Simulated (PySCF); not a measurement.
# C2H3F5OSi: a tour of settings, part 2 of 2

PySCF 2.14.0. Atoms count from 0. Earlier steps stand in the parts before.

## 6. J couplings: PBE0/aug-cc-pVDZ

Job settings and geometry (Å):

```
{"job": {"kind": "j", "xc": "PBE0", "basis": "aug-cc-pVDZ", "scf": {"max_cycle": 59}}, "charge": 0, "multiplicity": 1}
O      1.868972     0.226671     0.937730
Si     0.992932    -1.205556    -0.299737
C     -0.483485    -0.165534    -0.721701
F     -1.284303    -1.150872    -1.208996
F     -0.249011     0.675394    -1.773744
C     -1.278797     0.620261     0.317647
F     -0.587597     1.710417     0.691841
F     -2.476703     1.034659    -0.086893
F     -1.461453    -0.116533     1.420518
H      1.975813     1.162913     0.777262
H      0.841203    -1.968744     0.867437
H      1.941464    -1.154276    -1.232961
```

With the program's defaults for keys left out, this is: PBE0/aug-cc-pVDZ indirect spin-spin coupling, non-relativistic, gas phase.

The log of the run:

```text
final grid: 119688 points
cycle   1  E = -940.8924000451  dE =  1.482e+00  |g| = 1.298e+00  |ddm| = 7.214e+00
cycle   2  E = -937.8939259639  dE =  2.998e+00  |g| = 3.271e+00  |ddm| = 6.108e+00
cycle   3  E = -941.0756814659  dE = -3.182e+00  |g| = 7.887e-01  |ddm| = 5.292e+00
cycle   4  E = -941.2113178929  dE = -1.356e-01  |g| = 1.422e-01  |ddm| = 1.124e+00
cycle   5  E = -941.2176257643  dE = -6.308e-03  |g| = 5.691e-02  |ddm| = 5.073e-01
cycle   6  E = -941.2182373989  dE = -6.116e-04  |g| = 2.644e-02  |ddm| = 1.437e-01
cycle   7  E = -941.2183563637  dE = -1.190e-04  |g| = 8.637e-03  |ddm| = 4.012e-02
cycle   8  E = -941.2183695209  dE = -1.316e-05  |g| = 2.138e-03  |ddm| = 1.229e-02
cycle   9  E = -941.2183703617  dE = -8.408e-07  |g| = 8.511e-04  |ddm| = 4.103e-03
cycle  10  E = -941.2183704909  dE = -1.293e-07  |g| = 2.842e-04  |ddm| = 1.487e-03
cycle  11  E = -941.2183705039  dE = -1.299e-08  |g| = 6.907e-05  |ddm| = 4.203e-04
cycle  12  E = -941.2183705048  dE = -8.777e-10  |g| = 2.034e-05  |ddm| = 1.446e-04
converged SCF energy = -941.2183705048

Indirect spin-spin couplings (Hz)
  i      j    bonds     total        FC       PSO       DSO        SD
  0 O    1 Si   1     -0.596    -5.998     1.635     0.049     3.718
  0 O    3 F    3     -2.735    -3.201     3.101     0.138    -2.772
  0 O    4 F    3      0.872     0.025     0.515    -0.011     0.343
  0 O    6 F    4     -0.689    -2.507     2.269    -0.149    -0.302
  0 O    7 F    4     -0.467    -0.087    -0.559     0.141     0.039
  0 O    8 F    4     -1.327    -0.705    -0.386    -0.067    -0.169
  0 O    9 H    1    -92.691   -83.701    -8.625    -0.365         -
  0 O   10 H    2     -1.240    -1.025    -0.086    -0.129         -
  0 O   11 H    2     -1.307    -1.153    -0.130    -0.024         -
  1 Si   2 C    1    -96.896   -95.546     0.657    -0.210    -1.798
  1 Si   3 F    2    -30.519   -29.433    -3.814    -0.146     2.874
  1 Si   4 F    2    -35.460   -33.394     0.063    -0.047    -2.082
  1 Si   5 C    2     -4.623    -4.746     0.042    -0.054     0.136
  1 Si   6 F    3      2.193     2.266     0.114     0.005    -0.192
  1 Si   7 F    3     -3.595    -3.876     0.309     0.229    -0.258
  1 Si   8 F    3      0.072    -0.438     0.634    -0.100    -0.024
  1 Si   9 H    2      1.460     1.627    -0.316     0.323    -0.174
  1 Si  10 H    1   -275.710  -276.114     1.446    -0.384    -0.658
  1 Si  11 H    1   -274.872  -275.554     1.813    -0.374    -0.758
  2 C    3 F    1   -213.864  -233.487     2.297     1.534    15.792
  2 C    4 F    1   -252.689  -255.606    -9.632     1.531    11.019
  2 C    6 F    2     32.680    33.227    -1.077     0.456     0.073
  2 C    7 F    2     20.685    17.866     0.501     0.304     2.015
  2 C    8 F    2     42.598    43.099    -1.141     0.444     0.195
  2 C    9 H    3     -0.156    -0.226    -0.155     0.225         -
  2 C   10 H    2      8.401     8.569    -0.216     0.048         -
  2 C   11 H    2      5.501     5.707    -0.211     0.005         -
  3 F    4 F    2    434.678   129.173   203.353     0.306   101.846
  3 F    5 C    2     18.837    21.181    -3.297     0.513     0.440
  3 F    6 F    3     11.559    -9.608     4.256    -1.344    18.255
  3 F    7 F    3     -7.160     2.425   -12.998     0.589     2.824
  3 F    8 F    3     -6.932    -2.815    -1.492     0.379    -3.005
  3 F    9 H    4     -5.949    -3.952    -0.195    -1.323    -0.479
  3 F   10 H    3     -0.160    -0.009     0.285    -0.142    -0.294
  3 F   11 H    3     -2.876    -2.024     0.141    -0.872    -0.122
  4 F    5 C    2     23.141    24.853    -2.515     0.518     0.285
  4 F    6 F    3    -11.850     1.128   -14.476     0.692     0.806
  4 F    7 F    3    -13.981    -2.044   -11.733     0.354    -0.558
  4 F    8 F    3     21.669    -0.141     4.144    -1.357    19.023
  4 F    9 H    4      0.432     0.079    -0.214     0.569    -0.002
  4 F   10 H    3     17.062    18.812     0.075    -1.846     0.022
  4 F   11 H    3     -0.007     0.509    -0.747     0.614    -0.383
  5 C    6 F    1   -235.325  -212.870   -30.535     1.706     6.375
  5 C    7 F    1   -249.949  -223.492   -32.834     1.680     4.698
  5 C    8 F    1   -231.212  -210.093   -29.182     1.691     6.371
  5 C   10 H    3     -0.467    -0.480    -0.131     0.145         -
  5 C   11 H    3      3.094     3.298     0.053    -0.257         -
  6 F    7 F    2    110.890    96.383   -29.451     0.138    43.819
  6 F    8 F    2    157.681   106.499     3.588     0.235    47.360
  6 F    9 H    5     -0.290    -0.553    -1.900     2.111     0.052
  6 F   10 H    4     -0.211     0.079     0.282    -0.460    -0.113
  6 F   11 H    4     -0.862    -0.112     0.163    -0.843    -0.071
  7 F    8 F    2    111.041    98.384   -30.356     0.098    42.915
  7 F   10 H    4     -0.224     0.353     0.517    -1.057    -0.037
  7 F   11 H    4      2.817     3.611     0.583    -1.426     0.049
  8 F   10 H    4      2.674     2.520    -1.270     1.348     0.076
  8 F   11 H    4     -0.910     0.309     0.367    -1.521    -0.064
  9 H   10 H    3      0.638     1.466     1.745    -2.573         -
  9 H   11 H    3      0.301     0.522     0.634    -0.855         -
 10 H   11 H    2     28.062    31.948     0.470    -4.355         -
```

Run time: 59 s. Hardware: 1 thread of Intel Xeon 6975P-C, shared host; peak memory 1.1 GiB.

The run ended normally, but its values are not to be used for the molecule: one atom of the first bond was moved so that the bond is 1.3 times as long. Its HOMO lies at -7.61 eV, against -13.07 eV in step 4 (HF/pcSseg-1), a different level, so the two don't compare directly.

## 7. What came out

The summary covers parts 1 to 2.

| quantity | value |
| --- | --- |
| lowest singlet (mPW1PW91/def2-SVPD) | 7.18 eV (173 nm), f = 0.003 |
| brightest single state of those computed | state 7, 9.05 eV, f = 0.127 |
| lowest triplet | 6.72 eV |
| potential on the surface of density 0.002 e/bohr³, 1st and 99th percentile | -0.72 V and 2.69 V |
| 13C shifts against TMS (HF/pcSseg-1) | 112.7, 109.9 ppm |
| 1H shifts against TMS (HF/pcSseg-1, means over atoms taken as alike) | 4.53, 2.83 ppm |
| 17O shifts against H2O (HF/pcSseg-1) | 2.3 ppm |
| 29Si shifts against TMS (HF/pcSseg-1) | -32.5 ppm |
| 19F shifts against CFCl3 (HF/pcSseg-1, means over atoms taken as alike) | -63.5, -130.0 ppm |
| property runs in this session | 5, of which 1 failed and 2 gave unsound results |

In words: Single values in the summary come from the first sound run of each kind (HF/pcSseg-1; mPW1PW91/def2-SVPD), which need not be the best level. The first singlet state (HOMO→LUMO 0.97) lies at 7.18 eV and is weak; of the 12 states computed, the strongest absorption comes from state 7 at 9.05 eV (the last state computed absorbs too, and its partners may lie past the list). The lowest triplet lies 0.46 eV below the lowest singlet (triplets in Tamm-Dancoff, singlets in full TDDFT). At mPW1PW91/def2-SVPD, counted by nearest atom on the grid, the HOMO lies on C2 27 %; O0 18 %, the LUMO on H9 23 %; H10, H11 about 13 % each. At HF/pcSseg-1: The widest tensor belongs to F3, F4: span 219 ppm, with a paramagnetic part of -102 ppm.
